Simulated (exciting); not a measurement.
Crystal: ZrOs.

```
Os Zr
1.0
     3.26300    0.00000    0.00000
     0.00000    3.26300    0.00000
     0.00000    0.00000    3.26300
Os Zr
1 1
Cartesian
  0.0000 0.0000 0.0000
  1.6315 1.6315 1.6315
```

```yaml
Program: exciting (release sodium)
Task: single point
Functional: PBEsol
Potentials_or_basis: all-electron LAPW+lo, shipped species files, valence relativity iora*
rgkmax: 9
k_mesh: 8 × 8 × 8
Occupations: fermi-dirac, width 0.05 eV
Spin: no spin polarisation
gmaxvr_cutoff_of_density_and_potential: 14 1/bohr
lmaxapw_and_lmaxmat: 10
lmaxvr: 8
nempty: 18
Valence_relativity: iora*
epsengy: 1e-05 Ha
epspot: 1e-05 Ha
maxscl: 60
Muffin-tin_radii: Os 2.3, Zr 2.3 bohr
```

On this cell: largest force zero by symmetry; band gap on the k mesh none (metal or under the smearing width).

The same run follows on a disturbed copy (atoms moved at random, drawn with an rms of 0.05 Å):

```
Os Zr
1.0
     3.26300    0.00000    0.00000
     0.00000    3.26300    0.00000
     0.00000    0.00000    3.26300
Os Zr
1 1
Direct
  0.00429 0.00288 0.99555
  0.49590 0.51690 0.50488
```

Q: What changes?

A: The energy (extrapolated to zero smearing) moves by +7.2 meV/atom; largest force 0.478 eV/Å; band gap on the k mesh none (metal or under the smearing width).

Forces on the atoms (eV/Å):
```
Os  -0.213  0.356  0.237
Zr   0.213 -0.356 -0.237
```

Caveats: the free energy is that total less TS from the occupations.
